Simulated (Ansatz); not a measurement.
# Br− with CH₂O: structure and interaction energy

One table from this session's results is given with a row withheld; the runs are named, their logs left out.

Program: Ansatz 0.2.0, Gaussian basis. Level of theory: PBE0-D4 structure, single points in def2-TZVPPD. These are calculated values, not measurements.

Levels: PBE-D4, revPBE-D4, BLYP-D4, r2SCAN-D4, B97M-V, PBE0-D4, B3LYP-D4, HSE06-D4, wB97X-V, wB97M-V, B2PLYP, Hartree-Fock, MP2, CCSD, CCSD(T). The reference is CCSD(T) extrapolated to the basis limit. For elements past Ar these valence bases correlate outer-core shells poorly and lack relativity, so that limit is rough.

Cores are frozen in the correlated methods. Filled d shells of the heavier atoms are correlated. B3LYP uses VWN-RPA correlation. B2PLYP carries no dispersion term here.

163 further runs of the same task are left out: 163 set aside as unsound or not needed.

## Starting geometry

The pair, from a GFN2-xTB docking trial: 5 atoms, charge -1, spin multiplicity 1.

Atoms are counted from 1 here; the program's logs count them from 0.

Bond lengths: C2–O3 1.224 Å, C2–H4 1.104 Å, C2–H5 1.105 Å. Angles: O3–C2–H4 121.5°, O3–C2–H5 121.4°, H4–C2–H5 112.9°.

As a file:

```
Br    0.0131   -0.0226   -2.0436
C    -0.0220   -0.0031    0.4096
O    -1.0898   -0.3971    0.8605
H     0.8725   -0.6505    0.3975
H     0.2262    1.0733    0.3761
```

Atoms 1 to 1 are fragment A (Br−), the rest fragment B (CH₂O).

Set-up of the first run:

pre/in.yaml reads:

```yaml
crystal:
  periodic: [false, false, false]
  atoms:
    - {symbol: Br, position_ang: [0.013100, -0.022600, -2.043600]}
    - {symbol: C, position_ang: [-0.022000, -0.003100, 0.409600]}
    - {symbol: O, position_ang: [-1.089800, -0.397100, 0.860500]}
    - {symbol: H, position_ang: [0.872500, -0.650500, 0.397500]}
    - {symbol: H, position_ang: [0.226200, 1.073300, 0.376100]}
basis:
  gaussian: {orbitals: def2-SVPD}
total_charge: -1
hamiltonian: {xc: pbe, dispersion: d4}
relax: {f_tol: 0.03, max_steps: 250}
```

The run is started by

```
ansatz run in.yaml --threads 2 --pin off --events-out ev --progress --plain --max-ram 5222MiB
```

Steps of the session up to this table: A first relaxation in a small basis; Relaxation at PBE0-D4; wB97X-V/def2-TZVPPD; wB97M-V/def2-TZVPPD; B2PLYP/def2-TZVPPD; B97M-V/def2-TZVPPD; CCSD(T)/def2-TZVPPD; MP2/def2-QZVPPD; Hartree-Fock/STO-3G; SPW92/def2-SVP; wB97M-V/def2-SVP; CCSD(T)/def2-SVP; Vibrations of the pair.

One of the session's tables, all rows but one given; the rest of the session is left out.

| method | interaction (meV) |
| --- | --- |
| PBE-D4 | -545 |
| revPBE-D4 | -515 |
| BLYP-D4 | -506 |
| r2SCAN-D4 | -524 |
| B97M-V | -492 |
| PBE0-D4 | -504 |
| B3LYP-D4 | -486 |
| HSE06-D4 | -506 |
| wB97X-V | ? |
| wB97M-V | -456 |
| B2PLYP | -410 |
| Hartree-Fock | -326 |
| MP2 | -408 |
| CCSD | -382 |
| CCSD(T) | -396 |
| CCSD(T)/CBS | -446 |

**Question.** Estimate the row for wB97X-V.

**Answer.** interaction (meV): -452. In the column «interaction (meV)» it lies between wB97M-V (-456) and CCSD(T)/CBS (-446).
